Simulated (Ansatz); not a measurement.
Write a Python script for Ansatz's Python interface that makes a short molecular-dynamics run of CH₅AlBN, SMILES B[N]1[CH2][AlH]1. Use: PBE0, 6-31G basis, multiplicity 1.

```xyz
9

B    -0.1749    1.0435   -1.0288
N    -0.5816   -0.2959   -0.4905
C     0.5817   -0.9531    0.0635
Al   -0.3908   -0.1620    1.4406
H     0.4766    1.1679   -2.0078
H    -0.8608    2.0494   -0.7271
H     0.5771   -2.0566   -0.0043
H     1.6340   -0.4620   -0.1607
H    -1.1730   -0.3775    2.8981
```

Script `ch5albn_md.py`:
```python
"""Molecular dynamics of one CH5AlBN molecule."""

import ansatz as az
import numpy as np

geometry_ang = [
    ("B", [-0.1749, 1.0435, -1.0288]),
    ("N", [-0.5816, -0.2959, -0.4905]),
    ("C", [0.5817, -0.9531, 0.0635]),
    ("Al", [-0.3908, -0.162, 1.4406]),
    ("H", [0.4766, 1.1679, -2.0078]),
    ("H", [-0.8608, 2.0494, -0.7271]),
    ("H", [0.5771, -2.0566, -0.0043]),
    ("H", [1.634, -0.462, -0.1607]),
    ("H", [-1.173, -0.3775, 2.8981]),
]
mol = az.Crystal.molecule()
for symbol, xyz in geometry_ang:
    mol = mol.atom(symbol, xyz)

calculation = (
    mol.calculation()
    .basis(gaussian="6-31G")
    .functional("PBE0")
    .md("nve", timestep=0.25, steps=40, temperature=800, initial_velocities="maxwell_boltzmann", seed=60)
)
frames = []
calculation.session().plan().execute(on_event=lambda e: frames.append(e["data"]) if e["event"] == "md_step" else None)
print("t (fs)   E_pot (eV)      E_kin (eV)   T (K)   d(0-1) (A)")
for f in frames[::2]:
    xyz = np.array(f["positions_ang"])
    print(f"{f['time_fs']:6.2f} {f['lagrangian_ev']:14.5f} {f['e_kin_ev']:10.5f} {f['temperature_k']:8.1f} {np.linalg.norm(xyz[0] - xyz[1]):9.4f}")
kept = np.array([f["conserved_ev"] for f in frames])
print(f"conserved energy moves by at most {1000 * np.ptp(kept):.3f} meV")
symbols = [site.symbol for site in mol.cartesian_sites]
with open("last_frame.xyz", "w") as handle:
    handle.write(f"{len(symbols)}\nt = {frames[-1]['time_fs']} fs\n")
    handle.writelines("{:2s} {:10.5f} {:10.5f} {:10.5f}\n".format(s, *xyz) for s, xyz in zip(symbols, frames[-1]["positions_ang"]))
```

```console
$ python ch5albn_md.py
t (fs)   E_pot (eV)      E_kin (eV)   T (K)   d(0-1) (A)
  0.00    -9869.74007    0.72386    800.0    1.4997
  0.50    -9869.63904    0.62314    688.7    1.5031
  1.00    -9869.55806    0.54240    599.5    1.5056
  1.50    -9869.51239    0.49689    549.2    1.5071
  2.00    -9869.51176    0.49631    548.5    1.5078
  2.50    -9869.55972    0.54423    601.5    1.5075
  3.00    -9869.65325    0.63759    704.7    1.5062
  3.50    -9869.78236    0.76643    847.1    1.5040
  4.00    -9869.93017    0.91387   1010.0    1.5010
  4.50    -9870.07392    1.05719   1168.4    1.4971
  5.00    -9870.18847    1.17136   1294.6    1.4923
  5.50    -9870.25357    1.23634   1366.4    1.4868
  6.00    -9870.26484    1.24788   1379.1    1.4805
  6.50    -9870.24283    1.22654   1355.6    1.4735
  7.00    -9870.22962    1.21401   1341.7    1.4659
  7.50    -9870.26603    1.25060   1382.2    1.4577
  8.00    -9870.36332    1.34746   1489.2    1.4490
  8.50    -9870.49576    1.47922   1634.8    1.4399
  9.00    -9870.62054    1.60348   1772.2    1.4305
  9.50    -9870.70363    1.68642   1863.8    1.4209
 10.00    -9870.73178    1.71471   1895.1    1.4113
conserved energy moves by at most 1.808 meV
```

`last_frame.xyz`, as written:
```text
9
t = 10.0 fs
B    -0.25398    1.00805   -1.06545
N    -0.58168   -0.17722   -0.37288
C     0.67308   -0.99150    0.04502
Al   -0.42502   -0.20190    1.41097
H     0.73845    0.96355   -1.80441
H    -0.65095    2.04112   -0.68522
H     0.77957   -2.06545   -0.05538
H     1.55788   -0.48142   -0.40465
H    -1.09459    0.12007    2.71968
```

Caveats:
- These settings explore the input space; basis and method may be short of convergence.
- The trajectory is only some femtoseconds long, so its temperature is not equilibrated; where the script doesn't relax first, it starts from a rough generated geometry.
- The temperature counts the internal degrees of freedom alone.
- Hardware and time: 90 s on 1 thread of Arm Neoverse V1, on a shared host, peak memory 0.19 GiB.

(Lines on the test bed's own set-up are left out of the output.)
